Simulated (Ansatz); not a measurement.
**BH4NSiTe: up Jacob's ladder to CCSD(T)**

One table from this session's results is given with a row withheld; the runs are named, their logs left out.

Program: Ansatz 0.2.0, Gaussian basis. Level of theory: functionals in def2-TZVPP, the program's frozen cores in correlated methods. These are calculated values, not measurements.

The runs, in order: LDA (SPW92), PBE-D4, revPBE-D4, BLYP-D4, r2SCAN-D4, B97M-V, PBE0-D4, B3LYP-D4, r2SCANh-D4, r2SCAN0-D4, HSE06-D4, BHLYP-D4, CAM-B3LYP-D4, LC-ωPBE, ωB97X-V, ωB97M-V, B2PLYP, PBE-QIDH; CCSD(T)/def2-SVP; CCSD(T)/def2-TZVPP; MP2/def2-QZVPP; extrapolation to the limit; RPA on PBE.

1 further run of the same task is left out (for a known fault of the program).

### Structure used throughout

An earlier PBE0-D4 in a triple-zeta def2 set relaxation fixed the geometry. Te takes the def2 core potential; no spin-orbit term is included.

SMILES `[TeH]B1N[SiH2]1`, 8 atoms, charge 0, spin multiplicity 1.

Atoms are counted from 1 here; the program's logs count them from 0.

Bond lengths: Te1–B2 2.130 Å, Te1–H5 1.655 Å, B2–N3 1.384 Å, B2–Si4 1.925 Å, N3–Si4 1.751 Å, N3–H6 1.008 Å, Si4–H7 1.484 Å, Si4–H8 1.484 Å. Angles: B2–Te1–H5 93.1°, Te1–B2–N3 136.6°, Te1–B2–Si4 162.0°, N3–B2–Si4 61.4°, B2–N3–Si4 74.7°, B2–N3–H6 138.2°, Si4–N3–H6 147.0°, B2–Si4–N3 43.9°, B2–Si4–H7 124.8°, B2–Si4–H8 124.8°, N3–Si4–H7 115.5°, N3–Si4–H8 115.5°, H7–Si4–H8 110.3°.

As a file:

```
Te   -0.48301    2.60730   -0.64721
B     0.00241    0.60296   -0.11430
N     1.08992   -0.05856    0.42896
Si   -0.11770   -1.29815    0.16123
H    -1.99609    2.19623   -1.17678
H     2.01627    0.16243    0.75841
H    -0.65281   -1.94456    1.38534
H     0.23332   -2.32475   -0.85144
```

The first run:

Input file in.yaml:

```yaml
crystal:
  periodic: [false, false, false]
  atoms:
    - {symbol: Te, position_ang: [-0.483012, 2.607297, -0.647212]}
    - {symbol: B, position_ang: [0.002410, 0.602960, -0.114302]}
    - {symbol: N, position_ang: [1.089918, -0.058565, 0.428962]}
    - {symbol: Si, position_ang: [-0.117696, -1.298147, 0.161234]}
    - {symbol: H, position_ang: [-1.996090, 2.196234, -1.176784]}
    - {symbol: H, position_ang: [2.016266, 0.162431, 0.758407]}
    - {symbol: H, position_ang: [-0.652814, -1.944562, 1.385336]}
    - {symbol: H, position_ang: [0.233319, -2.324749, -0.851441]}
basis:
  gaussian: {orbitals: def2-TZVPP}
hamiltonian: {xc: lda}
output: {orbitals: {seedname: orbitals}}
```

Launch:

```sh
$ ansatz run in.yaml --threads 2 --pin off --events-out ev --progress --plain --max-ram 4352MiB
```

Among the steps run: LDA; PBE-D4 (GGA); revPBE-D4 (GGA); BLYP-D4 (GGA); r2SCAN-D4 (meta-GGA); B97M-V (meta-GGA); PBE0-D4 (hybrid); B3LYP-D4 (hybrid); r2SCANh-D4 (hybrid); r2SCAN0-D4 (hybrid); HSE06-D4 (hybrid); BHLYP-D4 (hybrid); CAM-B3LYP-D4 (range-separated); LC-ωPBE (range-separated); ωB97X-V (range-separated); ωB97M-V (range-separated); B2PLYP (double hybrid); PBE-QIDH (double hybrid).

One of the session's tables, all rows but one given; the rest of the session is left out.

It belongs to the step «Orbital energies across the functionals». 

```
  functional  HOMO (eV)  gap (eV)
 LDA (SPW92)      -5.72      4.12
      PBE-D4      -5.56      4.11
   revPBE-D4      -5.51      4.13
     BLYP-D4      -5.37      4.04
   r2SCAN-D4      -5.80      4.56
      B97M-V      -5.76      4.44
     PBE0-D4      -6.55      5.90
    B3LYP-D4      -6.32      5.47
  r2SCANh-D4      -6.16      5.21
  r2SCAN0-D4      -6.71      6.18
    HSE06-D4      -6.16      5.14
    BHLYP-D4      -7.36      7.58
CAM-B3LYP-D4      -7.71      8.09
     LC-ωPBE          ?         ?
     ωB97X-V      -8.68     10.04
     ωB97M-V      -8.58      9.71
```

Estimate the missing values for LC-ωPBE.

**Answer.** HOMO (eV): -9.00; gap (eV): 10.47. In the column «HOMO (eV)» it is the lowest.
